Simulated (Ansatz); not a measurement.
# CuO2 (Cmcm) in Ansatz: further runs, part 2 of 2

Ansatz 0.2.0. The steps go on from the part before.

## (3) Relaxation of cell and atoms, r2SCAN

Input file input.yaml:

```yaml
crystal:
  lattice:
    - [1.412615, -5.210747, 0.0]
    - [1.412615, 5.210747, 0.0]
    - [0.0, 0.0, 4.343424]
  atoms:
    - { symbol: Cu, position: [0.167253, 0.832747, 0.75] }
    - { symbol: Cu, position: [0.832747, 0.167253, 0.25] }
    - { symbol: O, position: [0.78897, 0.21103, 0.75] }
    - { symbol: O, position: [0.21103, 0.78897, 0.25] }
    - { symbol: O, position: [0.551486, 0.448514, 0.75] }
    - { symbol: O, position: [0.448514, 0.551486, 0.25] }
hamiltonian:
  xc: r2scan
  pseudopotentials: { kind: paw }
kpoints:
  mp_grid: { grid: [10, 10, 6] }
scf:
  occupations: { method: fermi_dirac, width: 0.05 }
output:
  forces: true
  stress: true
  eigenvalues: true
relax:
  f_tol: 0.01
  max_steps: 40
  cell: { stress_tol: 0.05 }
```

Potentials or basis: Ansatz PAW.

Command:

```console
$ ansatz run input.yaml --threads 2 --pin off --max-ram 5632MiB --backend cpu --events-out ev --progress --plain --runs-dir out
```

Output:

```text
Warning: RAYON_NUM_THREADS=2 ignored (pool sized by the plan → 2); use --threads N
Engine: ansatz 0.2.0, aarch64-unknown-linux-gnu
Pseudopotentials: kind: paw
Pseudopotential: Cu, paw, valence charge 19, recommended cutoff 500 eV (meta_gga), Cu.paw.azcp
Pseudopotential: O, paw, valence charge 6, recommended cutoff 500 eV (meta_gga), O.paw.azcp
Functional definition: r2SCAN
  parameter k0 = 0.174
  parameter k1 = 0.065
  parameter a1 = 4.9479
  exchange = r2scan_x(k0 = k0, k1 = k1, a1 = a1)
  correlation = r2scan_c
Crystal: 6 atoms, lattice volume = 63.942 Å³
Basis set: ecut = 500 eV, 1605 PW (Γ), exchange–correlation on 160×160×128 points (64 copies of the dense FFT grid, shifted against one another)
Bands: 38, of which v1, the nominal top of the filled ones, is band 31 counted from 1 (30 counted from 0)
Symmetry: 8 space group operations
Space group: Cmcm (ITA 63), of the structure as read, at distance tolerance 4.0e-5 Å
k-points: 124 of 600
Non-local potential: Cu, projectors of the file, l = 0: 3, l = 1: 2, l = 2: 3, l = 3: 1
Non-local potential: O, projectors of the file, l = 0: 2, l = 1: 2, l = 2: 1
PAW form: soft (Blöchl's): semilocal exchange-correlation on the pseudo side does not see the compensation charge
PAW frozen core: Cu, regenerated for the run's functional (the file was generated under x = pbe(κ = 0.804, μ = 0.2195149727645171), c = pbe(β = 0.06672455060314922))
PAW frozen core: O, regenerated for the run's functional (the file was generated under x = pbe(κ = 0.804, μ = 0.2195149727645171), c = pbe(β = 0.06672455060314922))
PAW one-centre angular grid: Cu, 590 points (default); XC on 160 Gauss nodes
PAW one-centre angular grid: O, 302 points (default); XC on 160 Gauss nodes
Initial density: superposition of atomic densities (neutral atoms: chi_scale 0, normalization atom), corrected by the library's trained network
[... 137 lines left out ...]
  E_kinetic    = 1283.026341
  E_local      = -11436.847646  (includes V_loc(G=0)·N_el)
  E_nonlocal   = 950.623670
  E_hartree    = 4892.038984
  E_xc         = -457.887903
  E_vxc        = -667.231864  (∫ρ·V_xc dr)
  E_paw        = -3959.684318  (= ΣΔE_a)
  E_vpaw       = -1062.979066  (= ΣTr[D̂ρ^β])
  E_aug_tail   = 0.004068  (compensation charges beyond the density's cutoff)
  E_vtau       = 44.688568  (kinetic-family band-sum trace: ∫τ·v_τ [+ j·A + Jᵃ·Aᵃ] dr)
  E_ewald      = -6797.508772
  E_core_change = -0.729980  (= ΣΔE_core)
  E_smearing   = -0.033087  (= −TS)
  E_closure    = -0.000000  (closes the sum)
  Σ components = -15526.998643   (vs F -15526.998643, Δ=0.00e0)
--- Forces (eV/Å), atoms counted from 1 ---
  atom   1  Cu     0.00000000    -0.00046363    -0.00000000
  atom   2  Cu    -0.00000000     0.00046363     0.00000000
  atom   3  O      0.00000000    -0.00033229    -0.00000000
  atom   4  O     -0.00000000     0.00033229     0.00000000
  atom   5  O     -0.00000000     0.00018271     0.00000000
  atom   6  O      0.00000000    -0.00018271    -0.00000000
  max |Σ_I F_I| component: 2.71e-20 eV/Å
--- Stress (GPa, compression-positive) ---
        0.032518       0.000000       0.000000
        0.000000       0.017353      -0.000000
        0.000000      -0.000000       0.026799
  P = ⅓ Tr σ = 0.0256 GPa (0.256 kbar)
--- Band table (eV; the first three rows and the last of 124) ---
  k-point 0: bands = ["-108.9701", "-108.9698", "-65.0368", "-65.0358", "-64.9665", "-64.9640", "-64.2130", "-64.2096", "-12.1156", "-10.4293", "-10.3879", "-9.2510", "1.5792", "2.0844", "2.3281", "2.5727", "2.6626", "3.2831", "5.0866", "5.1550", "5.3474", "5.5020", "5.6976", "6.1286", "6.3483", "6.7446", "7.2675", "7.3630", "7.6302", "7.7742", "7.8591", "9.0544", "9.9122", "10.1530", "15.6281", "19.8564", "20.4208", "20.6999"]
  k-point 1: bands = ["-108.9701", "-108.9698", "-65.0367", "-65.0358", "-64.9663", "-64.9642", "-64.2127", "-64.2098", "-12.0154", "-10.5234", "-10.3558", "-9.3355", "1.5288", "2.0303", "2.4802", "2.5795", "2.6581", "3.5811", "4.9949", "5.0733", "5.3420", "5.4712", "5.7198", "6.2291", "6.3973", "6.5341", "6.7342", "7.4035", "7.5141", "7.8609", "8.4524", "8.8751", "9.9266", "10.1331", "15.9917", "19.4162", "20.1724", "21.4843"]
  k-point 2: bands = ["-108.9700", "-108.9699", "-65.0365", "-65.0360", "-64.9659", "-64.9647", "-64.2121", "-64.2104", "-11.7324", "-10.8757", "-10.1512", "-9.5621", "1.5341", "1.8798", "2.5980", "2.6441", "2.9058", "4.2011", "4.3850", "4.9701", "5.3381", "5.4083", "5.7869", "6.0323", "6.4735", "6.5075", "6.6958", "7.2913", "7.5318", "8.1248", "8.1643", "8.9502", "9.9657", "10.0825", "16.9267", "19.3226", "19.3458", "20.9524"]
  k-point 123: bands = ["-108.9699", "-108.9699", "-65.0363", "-65.0363", "-64.9653", "-64.9653", "-64.2113", "-64.2113", "-11.0567", "-11.0567", "-10.2212", "-10.2212", "2.6014", "2.6014", "2.6851", "2.6851", "3.4432", "3.4432", "4.5108", "4.5108", "5.2793", "5.2793", "5.7472", "5.7472", "6.2219", "6.2219", "6.4913", "6.4913", "7.6512", "7.6512", "8.6654", "8.6654", "10.2228", "10.2228", "19.0112", "19.0112", "19.5394", "19.5394"]
--- Relaxed structure (8 steps of the walk, 8 accepted, 1 SCFs on fresh bases) ---
  F+E_penalty+E_count = -15526.99864255 eV   max|allowed force component| = 4.636e-4 eV/Å   (the final SCF, on the basis selected at the relaxed cell)
  cell:  # Å, volume = 58.0997 Å³
    - [1.3775166730160469, -4.872083287483654, 1.9796838673962032e-17]
    - [1.3775166730160469, 4.872083287483654, -1.9796838673962026e-17]
    - [8.995234582559334e-33, -1.6501677057169513e-17, 4.328449730426084]
  atoms:
    - { symbol: Cu, position: [0.15682140504530478, 0.8431785949546953, 0.7500000000000001] }
    - { symbol: Cu, position: [0.8431785949546953, 0.15682140504530478, 0.25] }
    - { symbol: O, position: [0.7831129523108468, 0.21688704768915323, 0.7500000000000001] }
    - { symbol: O, position: [0.21688704768915323, 0.7831129523108468, 0.25] }
    - { symbol: O, position: [0.5324077927415966, 0.4675922072584034, 0.7500000000000001] }
    - { symbol: O, position: [0.4675922072584034, 0.5324077927415966, 0.25] }
```

It took 3.1 min on 2 threads of Arm Neoverse V1, shared host; peak memory 0.79 GiB.

What came out:

* Free energy: -15526.9986 eV
* Relaxed volume: 9.68 Å³/atom
* Relaxed cell: a = 5.063 Å, b = 5.063 Å, c = 4.328 Å, α = 90.00°, β = 90.00°, γ = 148.42°
* Space group after relaxing (to 0.05 Å): Cmcm (No. 63)
* Energy gained by relaxing: 28.1 meV/atom
* Ionic steps: 9
* Pressure after relaxing: 0.0 GPa
* Band gap on the k mesh: none (metal or under the smearing width)

Step by step:
```csv
step,energy change (eV),largest force (eV/Å),volume (Å³)
1,0.0000,0.5568,63.94
2,-0.1211,0.3774,60.21
3,-0.1514,0.1949,56.06
4,-0.1653,0.0799,58.07
5,-0.1694,0.2382,58.62
6,-0.1733,0.0317,58.17
7,-0.1736,0.0058,58.10
8,-0.1736,0.0003,58.10
9,-0.1683,0.0005,58.10
```

Final structure:
```yaml
crystal:
  lattice:
    - [1.37752, -4.87208, 0.00000]
    - [1.37752, 4.87208, 0.00000]
    - [0.00000, 0.00000, 4.32845]
  atoms:
    - { symbol: Cu, position: [0.15682, 0.84318, 0.75000] }
    - { symbol: Cu, position: [0.84318, 0.15682, 0.25000] }
    - { symbol: O, position: [0.78311, 0.21689, 0.75000] }
    - { symbol: O, position: [0.21689, 0.78311, 0.25000] }
    - { symbol: O, position: [0.53241, 0.46759, 0.75000] }
    - { symbol: O, position: [0.46759, 0.53241, 0.25000] }
```

Caveat: the plane-wave basis is chosen anew once the cell has moved, so the energies of steps on either side of that aren't comparable; the run has no spin polarisation, though such a crystal can be magnetic; semilocal functionals often make such compounds metallic where correlation or magnetic order opens a gap, which also shifts bond lengths; the PAW data sets come from PBE, with cores solved anew for the run's functional, which leaves a small shift of forces and pressure.
